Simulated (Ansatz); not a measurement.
**Al2H6OSi: basis-set convergence**

Aim: see how fast density functionals converge with the basis set for Al2H6OSi.

Program: Ansatz 0.2.0, Gaussian basis. Level of theory: one geometry, several basis sets. These are calculated values, not measurements.

Levels to be run: PBE0-D4/def2-SVP; ωB97M-V/def2-SVP; PBE0-D4/def2-QZVPP; ωB97M-V/def2-QZVPP; the functionals' def2-TZVPP values are taken from earlier runs.

**1. The geometry**

An earlier PBE0-D4 in a triple-zeta def2 set relaxation fixed the geometry.

10 atoms, charge 0, spin multiplicity 1.

Atoms are counted from 1 here; the program's logs count them from 0.

Bond lengths: Al1–O2 1.680 Å, Al1–H5 1.580 Å, Al1–H6 1.580 Å, O2–Si3 1.634 Å, Si3–Al4 2.466 Å, Si3–H7 1.497 Å, Si3–H8 1.497 Å, Al4–H9 1.591 Å, Al4–H10 1.593 Å. Angles: O2–Al1–H5 118.0°, O2–Al1–H6 118.0°, H5–Al1–H6 123.9°, Al1–O2–Si3 179.6°, O2–Si3–Al4 111.9°, O2–Si3–H7 109.3°, O2–Si3–H8 109.3°, Al4–Si3–H7 110.5°, Al4–Si3–H8 110.5°, H7–Si3–H8 105.2°, Si3–Al4–H9 120.9°, Si3–Al4–H10 120.6°, H9–Al4–H10 118.5°.

**2. PBE0-D4 in def2-SVP**

Input file in.yaml:

```yaml
crystal:
  periodic: [false, false, false]
  atoms:
    - {symbol: Al, position_ang: [-2.284510, -0.215690, -1.068819]}
    - {symbol: O, position_ang: [-0.902709, -0.449537, -0.142371]}
    - {symbol: Si, position_ang: [0.434582, -0.678647, 0.768740]}
    - {symbol: Al, position_ang: [2.152788, 1.033496, 0.325170]}
    - {symbol: H, position_ang: [-3.411113, 0.732243, -0.495815]}
    - {symbol: H, position_ang: [-2.376420, -0.950637, -2.464305]}
    - {symbol: H, position_ang: [0.980694, -2.048011, 0.510836]}
    - {symbol: H, position_ang: [0.053192, -0.674289, 2.215900]}
    - {symbol: H, position_ang: [3.540349, 1.019360, 1.103914]}
    - {symbol: H, position_ang: [1.896146, 2.180513, -0.750152]}
basis:
  gaussian: {orbitals: def2-SVP}
hamiltonian: {xc: pbe0, dispersion: d4}
output: {orbitals: {seedname: orbitals}}
```

On the command line:

```console
$ ansatz run in.yaml --threads 2 --pin off --events-out ev --progress --plain --max-ram 4352MiB
```

Log:

```text
Functional definition: PBE0
  name "PBE0"
  cite "Adamo & Barone, J. Chem. Phys. 110, 6158 (1999) doi:10.1063/1.478522"
  cite "Perdew, Burke & Ernzerhof, Phys. Rev. Lett. 77, 3865 (1996) doi:10.1103/PhysRevLett.77.3865"
  parent pbe
  parameter a = 0.25
  parameter kappa = 0.804
  parameter beta = 0.06672455060314922
  exchange = (1 - a)*pbe_x(kappa = kappa, mu = beta*pi^2/3) + a*exact_x
  correlation = pbe_c(beta = beta)
920 factors; integrals over basis functions are off by at most 1.1e-3 eV
mean field evaluation 1: about -23192.1624 eV, gradient 5.2e1 eV
mean field evaluation 2: about -23175.4151 eV, gradient 1.0e2 eV
mean field evaluation 4: about -23197.1469 eV, gradient 1.5e0 eV
mean field evaluation 8: about -23197.2139 eV, gradient 4.8e-2 eV
mean field evaluation 16: about -23197.2140 eV, gradient 1.0e-5 eV
mean field -23197.21395136 eV, -852.4818890761 hartree, gradient 1.0e-5 eV, S^2 0.000000; 0 other end points of the search recorded, 0 dependent functions left out
reference -23197.21399092 eV, -852.4818905300 hartree; 27, 27 occupied and 71, 71 virtual orbitals, 920 factors
Total energy: -23197.39007226 eV, -852.4883613997 hartree
```

It took 1.6 s on 2 threads of Arm Neoverse V2, shared host.

**3. ωB97M-V in def2-SVP**

in.yaml, as its differences from that of step 2:

```diff
@@ -15,3 +15,3 @@
   gaussian: {orbitals: def2-SVP}
-hamiltonian: {xc: pbe0, dispersion: d4}
+hamiltonian: {xc: {name: wB97M-V}}
 output: {orbitals: {seedname: orbitals}}
```

Launched as before.

Log:

```text
Functional definition: wB97M-V
  name "wB97M-V"
  cite "Mardirossian & Head-Gordon, J. Chem. Phys. 144, 214110 (2016) doi:10.1063/1.4952647"
  cite "Becke, J. Chem. Phys. 107, 8554 (1997) doi:10.1063/1.475007"
  cite "Vydrov & Van Voorhis, J. Chem. Phys. 133, 244103 (2010) doi:10.1063/1.3521275"
  # Of w^i u^j: cxij and so on, Table III.
  parameter omega = 0.3/bohr
  parameter cx = 0.15
  parameter cx01 = 1.007
  parameter cx10 = 0.259
  parameter css00 = 0.443
  parameter css04 = -1.437
  parameter css10 = -4.535
  parameter css20 = -3.390
  parameter css43 = 4.278
  parameter cos00 = 1.000
  parameter cos10 = 1.358
  parameter cos20 = 2.924
  parameter cos21 = -8.812
  parameter cos60 = -1.390
  parameter cos61 = 9.142
  parameter b = 6.0
  parameter c = 0.01
  gx(w, u) = 1 - cx + cx01*u + cx10*w
  gss(w, u) = css00 + css04*u^4 + css10*w + css20*w^2 + css43*w^4*u^3
  gos(w, u) = cos00 + cos10*w + (cos20 + cos21*u)*w^2 + (cos60 + cos61*u)*w^6
  exchange = spin_sum(e_x_unif_sr(omega)*gx(b97_w, b97_u_x)) + cx*exact_x_sr(omega) + exact_x_lr(omega)
  correlation = spin_sum(e_c_pw_mod_same_spin*gss(b97_w, b97_u_same))
      + integral(e_c_pw_mod_opposite_spin*gos(b97_w_opposite, b97_u_opposite)) + vv10(b, c)
920 factors; integrals over basis functions are off by at most 1.1e-3 eV
343 factors; integrals over basis functions are off by at most 1.0e-5 eV
mean field evaluation 1: about -23202.2464 eV, gradient 4.8e1 eV
mean field evaluation 2: about -23199.6086 eV, gradient 6.3e1 eV
mean field evaluation 4: about -23206.5887 eV, gradient 4.9e-1 eV
mean field evaluation 8: about -23206.6266 eV, gradient 2.6e-2 eV
mean field evaluation 16: about -23206.6266 eV, gradient 2.3e-5 eV
mean field -23206.62658062 eV, -852.8277968212 hartree, gradient 2.3e-5 eV, S^2 0.000000; 0 other end points of the search recorded, 0 dependent functions left out
reference -23206.62664339 eV, -852.8277991279 hartree; 27, 27 occupied and 71, 71 virtual orbitals, 920 factors
Total energy: -23206.62664339 eV, -852.8277991279 hartree
```

Run time: 8 s. Hardware: 2 threads of Arm Neoverse V2, shared host; peak memory 0.3 GiB.

**4. PBE0-D4 in def2-QZVPP**

in.yaml, as its differences from that of step 3:

```diff
@@ -14,4 +14,4 @@
 basis:
-  gaussian: {orbitals: def2-SVP}
-hamiltonian: {xc: {name: wB97M-V}}
+  gaussian: {orbitals: "def2-QZVPP.json"}
+hamiltonian: {xc: pbe0, dispersion: d4}
 output: {orbitals: {seedname: orbitals}}
```

The command is unchanged.

Log:

```text
Functional definition: PBE0
  name "PBE0"
  cite "Adamo & Barone, J. Chem. Phys. 110, 6158 (1999) doi:10.1063/1.478522"
  cite "Perdew, Burke & Ernzerhof, Phys. Rev. Lett. 77, 3865 (1996) doi:10.1103/PhysRevLett.77.3865"
  parent pbe
  parameter a = 0.25
  parameter kappa = 0.804
  parameter beta = 0.06672455060314922
  exchange = (1 - a)*pbe_x(kappa = kappa, mu = beta*pi^2/3) + a*exact_x
  correlation = pbe_c(beta = beta)
1749 factors; their error is unknown
mean field evaluation 1: about -23201.7499 eV, gradient 6.1e1 eV
mean field evaluation 2: about -23175.8474 eV, gradient 1.3e2 eV
mean field evaluation 4: about -23208.1390 eV, gradient 2.1e0 eV
mean field evaluation 8: about -23208.1638 eV, gradient 2.2e-2 eV
mean field -23208.16377165 eV, -852.8842875498 hartree, gradient 7.2e-5 eV, S^2 0.000000; 0 other end points of the search recorded, 0 dependent functions left out
reference -23208.16383027 eV, -852.8842897040 hartree; 27, 27 occupied and 420, 420 virtual orbitals, 1749 factors
Total energy: -23208.33991160 eV, -852.8907605736 hartree
```

It took 12 s on 2 threads of Arm Neoverse V2, shared host; peak memory 1.4 GiB.

**5. ωB97M-V in def2-QZVPP**

in.yaml, as its differences from that of step 4:

```diff
@@ -15,3 +15,3 @@
   gaussian: {orbitals: "def2-QZVPP.json"}
-hamiltonian: {xc: pbe0, dispersion: d4}
+hamiltonian: {xc: {name: wB97M-V}}
 output: {orbitals: {seedname: orbitals}}
```

Launched as before.

Log:

```text
Functional definition: wB97M-V
  name "wB97M-V"
  cite "Mardirossian & Head-Gordon, J. Chem. Phys. 144, 214110 (2016) doi:10.1063/1.4952647"
  cite "Becke, J. Chem. Phys. 107, 8554 (1997) doi:10.1063/1.475007"
  cite "Vydrov & Van Voorhis, J. Chem. Phys. 133, 244103 (2010) doi:10.1063/1.3521275"
  # Of w^i u^j: cxij and so on, Table III.
  parameter omega = 0.3/bohr
  parameter cx = 0.15
  parameter cx01 = 1.007
  parameter cx10 = 0.259
  parameter css00 = 0.443
  parameter css04 = -1.437
  parameter css10 = -4.535
  parameter css20 = -3.390
  parameter css43 = 4.278
  parameter cos00 = 1.000
  parameter cos10 = 1.358
  parameter cos20 = 2.924
  parameter cos21 = -8.812
  parameter cos60 = -1.390
  parameter cos61 = 9.142
  parameter b = 6.0
  parameter c = 0.01
  gx(w, u) = 1 - cx + cx01*u + cx10*w
  gss(w, u) = css00 + css04*u^4 + css10*w + css20*w^2 + css43*w^4*u^3
  gos(w, u) = cos00 + cos10*w + (cos20 + cos21*u)*w^2 + (cos60 + cos61*u)*w^6
  exchange = spin_sum(e_x_unif_sr(omega)*gx(b97_w, b97_u_x)) + cx*exact_x_sr(omega) + exact_x_lr(omega)
  correlation = spin_sum(e_c_pw_mod_same_spin*gss(b97_w, b97_u_same))
      + integral(e_c_pw_mod_opposite_spin*gos(b97_w_opposite, b97_u_opposite)) + vv10(b, c)
1643 factors; their error is unknown
440 factors; integrals over basis functions are off by at most 1.3e-5 eV
mean field evaluation 1: about -23212.0833 eV, gradient 5.7e1 eV
mean field evaluation 2: about -23207.9846 eV, gradient 7.6e1 eV
mean field evaluation 4: about -23217.6114 eV, gradient 7.0e-1 eV
mean field evaluation 8: about -23217.6210 eV, gradient 1.6e-1 eV
mean field evaluation 16: about -23217.6210 eV, gradient 3.0e-5 eV
mean field -23217.62104760 eV, -853.2318360304 hartree, gradient 3.0e-5 eV, S^2 0.000000; 0 other end points of the search recorded, 0 dependent functions left out
reference -23217.62114211 eV, -853.2318395037 hartree; 27, 27 occupied and 420, 420 virtual orbitals, 1643 factors
Total energy: -23217.62114211 eV, -853.2318395037 hartree
```

Wall time 30 s (2 threads of Arm Neoverse V2, shared host); peak memory 1.8 GiB.

**6. Functionals by basis**

The def2-TZVPP values come from earlier runs at the same geometry.

```tsv
functional	basis	functions	energy (eV)	from the largest (eV)	HOMO (eV)	LUMO (eV)
PBE0-D4	def2-SVP	98	-23197.3901	10.950	-7.14	-2.03
PBE0-D4	def2-TZVPP	241	-23207.5244	0.816	-7.14	-2.03
PBE0-D4	def2-QZVPP	447	-23208.3399	0.000	-7.14	-2.04
ωB97M-V	def2-SVP	98	-23206.6266	10.994	-9.09	-0.33
ωB97M-V	def2-TZVPP	241	-23216.8425	0.779	-9.14	-0.39
ωB97M-V	def2-QZVPP	447	-23217.6211	0.000	-9.14	-0.50
```

**7. What came out**

| quantity | value |
| --- | --- |
| PBE0-D4: double and triple zeta above quadruple | 10.95, 0.82 eV |
| ωB97M-V: double and triple zeta above quadruple | 10.99, 0.78 eV |

In words: PBE0-D4 gains 10.13 eV from double to triple zeta, then 0.82 eV more. Total energies overstate the basis error of differences, where much of it tends to cancel.

For PBE0-D4 the largest set took about 7 times as long as the smallest (12 s against 1.6 s).
